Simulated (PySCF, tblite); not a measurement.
**C5H10BNO: geometry, infrared bands and NMR shifts**

Wanted: the infrared bands and NMR shifts of C5H10BNO (`C#CB(N)OC(C)C`), by calculation.

Computed with tblite 0.8.0 and PySCF 2.14.0, with density-fitted response routines of our own, on a single molecule in the gas phase. Atoms count from 0, in the outputs and in this text.

### 1 The molecule as given

18 atoms, charge 0, multiplicity 1; geometry from: force field or distance geometry start.

Bonds of the start (Å): C0–C1 1.22, C1–B2 1.53, B2–N3 1.51, B2–O4 1.45, O4–C5 1.37, C5–C6 1.53, C5–C7 1.53, C0–H8 1.08, N3–H9 1.03, N3–H10 1.02, C5–H11 1.12, C6–H12 1.11, C6–H13 1.10, C6–H14 1.10, C7–H15 1.10, C7–H16 1.13, C7–H17 1.10.

### 2 Geometry optimisation with GFN2-xTB

What the job is given:

```
{"job": {"kind": "relax", "xc": "GFN2-xTB", "basis": "xTB"}, "charge": 0, "multiplicity": 1}
C     -2.098700     1.426600     1.562700
C     -1.809600     0.850400     0.530400
B     -1.422400     0.092500    -0.743400
N     -2.446700    -0.738200    -1.488000
O     -0.024800    -0.221600    -0.954500
C      0.780600     0.007400     0.125200
C      1.517100    -1.282600     0.488800
C      1.883200     0.954300    -0.341200
H     -2.368700     1.932000     2.475800
H     -2.287400    -1.756700    -1.453700
H     -3.416300    -0.418200    -1.435100
H      0.227100     0.398800     1.012800
H      0.775700    -2.092500     0.357900
H      1.926700    -1.198100     1.505300
H      2.333400    -1.373900    -0.248700
H      1.459300     1.963100    -0.476900
H      2.254500     0.540200    -1.319500
H      2.708000     0.922700     0.390200
```

Started as:

```sh
$ OMP_NUM_THREADS=1 python probes_run.py task.json out
```

This one command runs all jobs of the session in turn.

**Question.** This job is followed by: GFN2-xTB harmonic vibrations, gas phase; GIAO PBE0/pcSseg-1 NMR shielding, non-relativistic, gas phase. Predict these results of the whole session: strongest single infrared mode (GFN2-xTB); zero-point energy (GFN2-xTB); 13C shifts against TMS (PBE0/pcSseg-1, means over atoms taken as alike); 1H shifts against TMS (PBE0/pcSseg-1, means over atoms taken as alike); 11B shifts against BF3·OEt2 (PBE0/pcSseg-1); 15N shifts against NH3 (PBE0/pcSseg-1); 17O shifts against H2O (PBE0/pcSseg-1).

**Answer**, as computed:

| quantity | value |
| --- | --- |
| strongest single infrared mode (GFN2-xTB) | 1249 cm⁻¹, 449 km/mol |
| zero-point energy (GFN2-xTB) | 91.3 kcal/mol |
| 13C shifts against TMS (PBE0/pcSseg-1, means over atoms taken as alike) | 97.8, 88.6, 72.3, 27.2 ppm |
| 1H shifts against TMS (PBE0/pcSseg-1, means over atoms taken as alike) | 4.81, 2.91, 1.97, 1.23 ppm |
| 11B shifts against BF3·OEt2 (PBE0/pcSseg-1) | 19.0 ppm |
| 15N shifts against NH3 (PBE0/pcSseg-1) | 83.1 ppm |
| 17O shifts against H2O (PBE0/pcSseg-1) | 156.0 ppm |

Relaxing lowered the energy by 1.175 eV in 77 steps; the close pair that moved most is B2–N3, from 1.514 to 1.402 Å. The lowest mode is slightly imaginary (14i cm⁻¹), a soft motion within the noise of the Hessian, so the minimum is not strictly shown. The strongest single mode, at 1249 cm⁻¹, moves mainly B2. Unscaled tight-binding wavenumbers are off by several per cent, some by more. Its intensities can rank the bands wrongly. At PBE0/pcSseg-1: The largest span, 296 ppm, is at C1, where the paramagnetic term is -161 ppm.
